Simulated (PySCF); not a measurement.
# [Tl(CH3)2]+: other functionals and bases at one geometry

One table from this session's results is given with a row withheld; the runs are named, their logs left out.

The runs use PySCF 2.14.0; several levels, as the steps say, no spin–orbit coupling.

1 further run of the same task is left out (for a known fault of the program).

## Where the work starts

9 atoms, charge 1, spin multiplicity 1.

Bond lengths: Tl1–C2 2.140 Å, Tl1–C6 2.140 Å, C2–H3 1.099 Å, C2–H4 1.099 Å, C2–H5 1.099 Å, C6–H7 1.099 Å, C6–H8 1.099 Å, C6–H9 1.099 Å. Angles: C2–Tl1–C6 179.9°, Tl1–C2–H3 108.1°, Tl1–C2–H4 108.1°, Tl1–C2–H5 108.1°, H3–C2–H4 110.8°, H3–C2–H5 110.8°, H4–C2–H5 110.8°, Tl1–C6–H7 108.1°, Tl1–C6–H8 108.1°, Tl1–C6–H9 108.1°, H7–C6–H8 110.8°, H7–C6–H9 110.8°, H8–C6–H9 110.8°.

Geometry (Å):

```xyz
9

Tl    0.00000    0.00000    0.79199
C     2.13950    0.00000    0.78935
H     2.47923    0.00000   -0.25570
H     2.48216    0.90446    1.31077
H     2.48216   -0.90446    1.31077
C    -2.13950    0.00000    0.78935
H    -2.47923    0.00000   -0.25570
H    -2.48216   -0.90446    1.31077
H    -2.48216    0.90446    1.31077
```

Formal oxidation states: Tl +3. An earlier session relaxed this geometry at PBE0, Tl def2-SVP with ECP60, C def2-SVP, H def2-SVP (singlet, point group D3h).

At PBE0 on the finer grid: E = -251.901200 Eh, HOMO -13.41 eV, LUMO -6.42 eV, Mulliken charge on Tl1 +0.65 e, largest force component 0.004 eV/Å. 

Levels to run: BP86; HF; PBE0, TZVP. Hardware: 2 threads of Intel Xeon Platinum 8259CL at 2.50GHz (Skylake/Cascade Lake), shared host.

The first run:

run.py (the lines that set the calculation) reads:

```python
mol = gto.M(atom='''
Tl     0.00000     0.00000     0.79199
C      2.13950     0.00000     0.78935
H      2.47923     0.00000    -0.25570
H      2.48216     0.90446     1.31077
H      2.48216    -0.90446     1.31077
C     -2.13950     0.00000     0.78935
H     -2.47923     0.00000    -0.25570
H     -2.48216    -0.90446     1.31077
H     -2.48216     0.90446     1.31077''',
    basis={'Tl': 'def2-SVP', 'C': 'def2-SVP', 'H': 'def2-SVP'},
    ecp={'Tl': 'def2-SVP'},
    charge=1, spin=0)
mf = dft.RKS(mol, xc='B88,P86')
mf.grids.atom_grid = (75, 302)
mf = mf.density_fit()  # fitting sets: Tl def2-universal-JKFIT, C def2-universal-JKFIT, H def2-universal-JKFIT
mf.conv_tol = 1e-08; mf.max_cycle = 55
mf.kernel(dm0)  # dm0: the density of the relaxed state
```

The run is started by

```console
$ OMP_NUM_THREADS=2 python run.py
```

Steps of the session up to this table: BP86; HF; PBE0, TZVP.

One of the session's tables, all rows but one given; the rest of the session is left out.

| level | HOMO (eV) | gap (eV) | charge on Tl1 (e) | largest force component (eV/Å) |
| --- | --- | --- | --- | --- |
| PBE0 (relaxed here) | -13.41 | 6.99 | 0.65 | 0.00 |
| BP86 | -12.47 | 5.22 | 0.60 | 0.29 |
| HF | ? | ? | ? | ? |
| PBE0, TZVP | -13.34 | 6.95 | 0.86 | 0.29 |

Estimate the missing values for HF.

The run gave: HOMO (eV): -15.59; gap (eV): 11.87; charge on Tl1 (e): 0.79; largest force component (eV/Å): 0.45. In the column «HOMO (eV)» it is the lowest.

In one basis the HOMO–LUMO gap runs from 5.22 eV (BP86) to 11.87 eV (HF). The largest leftover force, 0.45 eV/Å with HF, stands at a geometry relaxed at another level. Total energies of different levels can't be compared.
